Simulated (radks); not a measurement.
**Ga⁴⁺ in [Ne] 3s2 3p4 3d9 4p2: an all-electron calculation**

The task here is to estimate one member of a computed series from the others.

The numbers are computed with radks (a radial shooting solver on a logarithmic mesh, Libxc functionals) version 1 (Dirac Kohn-Sham, PBE, spin-unpolarised, spherical densities, finite nucleus; open shells fill j = l - 1/2 first), except any that are marked as measured or tabulated.

### The system

- element: gallium (Z = 31)
- charge: +4
- electrons: 27
- configuration: [Ne] 3s2 3p4 3d9 4p2
- nuclear rms radius: 3.9973 fm

The first run:

The run's settings:

```text
Z 31
configuration [Ne] 3s2 3p4 3d9 4p2
relativity Dirac
functional pbe,pbe
spin unpolarised
j_filling energy
nucleus finite rms 3.9973 fm
c 137.035999084
```

Among the steps run: Self-consistent calculation.

One of the session's tables, all rows but one given; the rest of the session is left out.

It belongs to the step «Shells». Radial moments (bohr):

| level | <r> | outermost maximum (interpolated) | 90 % within | nodes |
| --- | --- | --- | --- | --- |
| 1s1/2 | 0.04859 | 0.0318 | 0.0868 | 0 |
| 2s1/2 | 0.2174 | 0.182 | 0.337 | 1 |
| 2p1/2 | 0.1881 | 0.144 | 0.308 | 0 |
| 2p3/2 | ? | ? | ? | ? |
| 3s1/2 | 0.6356 | 0.559 | 0.945 | 2 |
| 3p1/2 | 0.6464 | 0.553 | 0.986 | 1 |
| 3p3/2 | 0.6556 | 0.561 | 0.999 | 1 |
| 3d3/2 | 0.6856 | 0.509 | 1.12 | 0 |
| 3d5/2 | 0.6889 | 0.511 | 1.13 | 0 |
| 4p1/2 | 1.871 | 1.68 | 2.73 | 2 |
| 4p3/2 | 1.891 | 1.70 | 2.76 | 2 |

**Question.** Estimate the row for 2p3/2.

**Answer.** <r>: 0.1916; outermost maximum (interpolated): 0.147; 90 % within: 0.313; nodes: 0. In the column «<r>» it lies between 2p1/2 (0.1881) and 2s1/2 (0.2174).
